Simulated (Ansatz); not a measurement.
# Os2W: the cost of one run

Method: DFT PBE, scalar-relativistic, plane waves, PAW, in Ansatz 0.2.0.

### 1 The starting structure

Symmetry: Fd-3m, No. 227, cubic system. The conventional cell has a = 7.007 Å, b = 7.007 Å, c = 7.007 Å, α = 90.00°, β = 90.00°, γ = 90.00°. Around Os (site symmetry -3m) lie 6 Os at 2.48 Å. W (site symmetry -43m) is surrounded by 12 Os at 2.91 Å and 4 W at 3.03 Å.

Coordinates:

```
CELL_PARAMETERS angstrom
0.00000 3.50371 3.50371
3.50371 0.00000 3.50371
3.50371 3.50371 0.00000
ATOMIC_POSITIONS crystal
Os 0.62500 0.62500 0.62500
Os 0.12500 0.62500 0.62500
Os 0.62500 0.62500 0.12500
Os 0.62500 0.12500 0.62500
W 0.00000 0.00000 0.00000
W 0.25000 0.25000 0.25000
```

(A quick probe on a coarse mesh, which set the mesh and smearing, is not shown.)

### 3 A loose first relaxation

input.yaml

```yaml
crystal:
  lattice:
    - [0.0, 3.5037052143, 3.5037052143]
    - [3.5037052143, 0.0, 3.5037052143]
    - [3.5037052143, 3.5037052143, 0.0]
  atoms:
    - { symbol: Os, position: [0.625, 0.625, 0.625] }
    - { symbol: Os, position: [0.125, 0.625, 0.625] }
    - { symbol: Os, position: [0.625, 0.625, 0.125] }
    - { symbol: Os, position: [0.625, 0.125, 0.625] }
    - { symbol: W, position: [0.0, 0.0, 0.0] }
    - { symbol: W, position: [0.25, 0.25, 0.25] }
basis:
  ecutwfc: 420
kpoints:
  mp_grid: { grid: [4, 4, 4] }
hamiltonian:
  xc: pbe
scf:
  occupations: { method: gaussian, width: 0.1 }
  lower_state_search: "off"
output:
  forces: true
  stress: true
  eigenvalues: true
relax:
  adjacent_minimum: "off"
  f_tol: 0.04
  max_steps: 70
  cell: { stress_tol: 0.4 }
```

Command:

```console
$ ansatz run input.yaml --threads 1 --pin off --max-ram 2560MiB --backend cpu --events-out ev --progress --plain --runs-dir out
```

What time and memory should one allow on 1 thread of Arm Neoverse V1, shared host?

About 14 s, with a peak of 0.37 GiB.
